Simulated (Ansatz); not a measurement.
# AlH3S3: small, medium and large basis sets

An exercise on one series of results from a longer session: the logs are not shown, and one member is left open.

Method: one geometry, several basis sets; program: Ansatz 0.2.0, Gaussian basis.

Levels to be run: PBE0-D4/def2-SVP; ωB97M-V/def2-SVP; PBE0-D4/def2-QZVPP; ωB97M-V/def2-QZVPP; the functionals' def2-TZVPP values are taken from earlier runs.

## Structure used throughout

An earlier PBE0-D4 in a triple-zeta def2 set relaxation fixed the geometry.

7 atoms, charge 0, spin multiplicity 1.

Atoms are counted from 1 here; the program's logs count them from 0.

Bond lengths: S1–Al2 2.177 Å, S1–H5 1.344 Å, Al2–S3 2.180 Å, Al2–S4 2.174 Å, S3–H6 1.344 Å, S4–H7 1.345 Å. Angles: Al2–S1–H5 93.5°, S1–Al2–S3 123.9°, S1–Al2–S4 117.0°, S3–Al2–S4 119.1°, Al2–S3–H6 93.9°, Al2–S4–H7 92.6°.

Geometry (Å):

```xyz
7
AlH3S3
S    -2.1875    0.3422   -0.0084
Al   -0.0749   -0.0625   -0.3451
S     1.4415    0.0081    1.2196
S     0.5233   -0.5631   -2.3745
H    -2.0165    0.5915    1.3011
H     0.5623    0.3268    2.1849
H     1.8131   -0.7110   -2.0232
```

The first run:

Contents of in.yaml:

```yaml
crystal:
  periodic: [false, false, false]
  atoms:
    - {symbol: S, position_ang: [-2.187513, 0.342182, -0.008431]}
    - {symbol: Al, position_ang: [-0.074874, -0.062525, -0.345069]}
    - {symbol: S, position_ang: [1.441460, 0.008118, 1.219609]}
    - {symbol: S, position_ang: [0.523320, -0.563085, -2.374498]}
    - {symbol: H, position_ang: [-2.016494, 0.591477, 1.301117]}
    - {symbol: H, position_ang: [0.562348, 0.326823, 2.184868]}
    - {symbol: H, position_ang: [1.813054, -0.710991, -2.023195]}
basis:
  gaussian: {orbitals: def2-SVP}
hamiltonian: {xc: pbe0, dispersion: d4}
output: {orbitals: {seedname: orbitals}}
```

Command:

```bash
$ ansatz run in.yaml --threads 4 --pin off --events-out ev --progress --plain --max-ram 10444MiB
```

Among the steps run: PBE0-D4 in def2-SVP; ωB97M-V in def2-SVP; PBE0-D4 in def2-QZVPP; ωB97M-V in def2-QZVPP.

One table of the session follows, with a row left open; its other results are not shown here.

| functional | basis | HOMO (eV) |
| --- | --- | --- |
| PBE0-D4 | def2-SVP | -7.58 |
| PBE0-D4 | def2-TZVPP | -7.74 |
| PBE0-D4 | def2-QZVPP | ? |
| ωB97M-V | def2-SVP | -9.70 |
| ωB97M-V | def2-TZVPP | -9.90 |
| ωB97M-V | def2-QZVPP | -9.94 |

**Question.** Estimate the row for PBE0-D4, def2-QZVPP.

The run gave: HOMO (eV): -7.77. In the column «HOMO (eV)» it lies between ωB97M-V, def2-SVP (-9.70) and PBE0-D4, def2-TZVPP (-7.74).
